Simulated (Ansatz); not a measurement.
**C₃H₁₀BN: one species, many methods**

An exercise on one series of results from a longer session: the logs are not shown, and one member is left open.

Computed with Ansatz 0.2.0, Gaussian basis. Level: functionals in def2-TZVPP, the program's frozen cores in correlated methods.

Plan: LDA (SPW92), PBE-D4, revPBE-D4, BLYP-D4, r2SCAN-D4, B97M-V, PBE0-D4, B3LYP-D4, r2SCANh-D4, r2SCAN0-D4, HSE06-D4, BHLYP-D4, CAM-B3LYP-D4, LC-ωPBE, ωB97X-V, ωB97M-V, B2PLYP, PBE-QIDH; CCSD(T)/def2-SVP; CCSD(T)/def2-TZVPP; MP2/def2-QZVPP; extrapolation to the limit; RPA on PBE.

### Structure used throughout

An earlier PBE0-D4 in a triple-zeta def2 set relaxation fixed the geometry.

SMILES `CCB(C)N`, 15 atoms, charge 0, spin multiplicity 1.

Atoms are counted from 1 here; the program's logs count them from 0.

Bond lengths: C1–C2 1.527 Å, C1–H6 1.093 Å, C1–H7 1.093 Å, C1–H8 1.094 Å, C2–B3 1.583 Å, C2–H9 1.097 Å, C2–H10 1.100 Å, B3–C4 1.577 Å, B3–N5 1.398 Å, C4–H11 1.093 Å, C4–H12 1.096 Å, C4–H13 1.095 Å, N5–H14 1.006 Å, N5–H15 1.006 Å. Angles: C2–C1–H6 112.0°, C2–C1–H7 111.3°, C2–C1–H8 111.4°, H6–C1–H7 107.4°, H6–C1–H8 107.4°, H7–C1–H8 107.1°, C1–C2–B3 114.9°, C1–C2–H9 109.8°, C1–C2–H10 108.6°, B3–C2–H9 111.0°, B3–C2–H10 106.8°, H9–C2–H10 105.3°, C2–B3–C4 121.4°, C2–B3–N5 119.1°, C4–B3–N5 119.5°, B3–C4–H11 114.0°, B3–C4–H12 110.2°, B3–C4–H13 111.3° and more.

The first run:

in.yaml reads:

```yaml
crystal:
  periodic: [false, false, false]
  atoms:
    - {symbol: C, position_ang: [-1.711878, 0.570833, 0.623965]}
    - {symbol: C, position_ang: [-0.400192, 1.044954, 0.002105]}
    - {symbol: B, position_ang: [0.618874, -0.108766, -0.365856]}
    - {symbol: C, position_ang: [0.884803, -1.313615, 0.616801]}
    - {symbol: N, position_ang: [1.305757, -0.047389, -1.582131]}
    - {symbol: H, position_ang: [-2.363909, 1.406945, 0.889777]}
    - {symbol: H, position_ang: [-1.534453, -0.008046, 1.533898]}
    - {symbol: H, position_ang: [-2.269385, -0.071850, -0.063478]}
    - {symbol: H, position_ang: [-0.609965, 1.676950, -0.869520]}
    - {symbol: H, position_ang: [0.110749, 1.702478, 0.720499]}
    - {symbol: H, position_ang: [1.710539, -1.961955, 0.311172]}
    - {symbol: H, position_ang: [-0.010768, -1.940046, 0.697803]}
    - {symbol: H, position_ang: [1.091690, -0.960794, 1.632624]}
    - {symbol: H, position_ang: [1.991176, -0.727610, -1.863383]}
    - {symbol: H, position_ang: [1.165260, 0.687112, -2.254874]}
basis:
  gaussian: {orbitals: def2-TZVPP}
hamiltonian: {xc: lda}
output: {orbitals: {seedname: orbitals}}
```

Launch:

```
ansatz run in.yaml --threads 4 --pin off --events-out ev --progress --plain --max-ram 10444MiB
```

Steps of the session up to this table: LDA; PBE-D4 (GGA); revPBE-D4 (GGA); BLYP-D4 (GGA); r2SCAN-D4 (meta-GGA); B97M-V (meta-GGA); PBE0-D4 (hybrid); B3LYP-D4 (hybrid); r2SCANh-D4 (hybrid); r2SCAN0-D4 (hybrid); HSE06-D4 (hybrid); BHLYP-D4 (hybrid); CAM-B3LYP-D4 (range-separated); LC-ωPBE (range-separated); ωB97X-V (range-separated); ωB97M-V (range-separated); B2PLYP (double hybrid); PBE-QIDH (double hybrid).

One table of the session follows, with a row left open; its other results are not shown here.

It belongs to the step «Frontier levels by functional». 

```
  functional  HOMO (eV)  LUMO (eV)  gap (eV)
 LDA (SPW92)      -6.74      -0.17      6.58
      PBE-D4      -6.66       0.03      6.69
   revPBE-D4      -6.60       0.11      6.71
     BLYP-D4          ?          ?         ?
   r2SCAN-D4      -6.92       0.51      7.43
      B97M-V      -6.99       0.22      7.21
     PBE0-D4      -8.03       0.84      8.87
    B3LYP-D4      -7.81       0.52      8.32
  r2SCANh-D4      -7.44       0.83      8.27
  r2SCAN0-D4      -8.21       1.27      9.48
    HSE06-D4      -7.62       0.48      8.10
    BHLYP-D4      -9.33       1.39     10.73
CAM-B3LYP-D4      -9.47       1.56     11.03
     LC-ωPBE     -10.82       2.82     13.63
     ωB97X-V     -10.47       2.60     13.07
     ωB97M-V     -10.33       2.12     12.45
```

Q: Estimate the row for BLYP-D4 from the others.

Worked estimate for «HOMO (eV)». Against the share of exact exchange, B3LYP-D4 (0.2, -7.81), BHLYP-D4 (0.5, -9.33) give a slope of -5.07 per unit share; at 0 the line stands at -6.80.

The run gave: HOMO (eV): -6.55; LUMO (eV): 0.05; gap (eV): 6.60. In «HOMO (eV)» the line misses by -0.25.
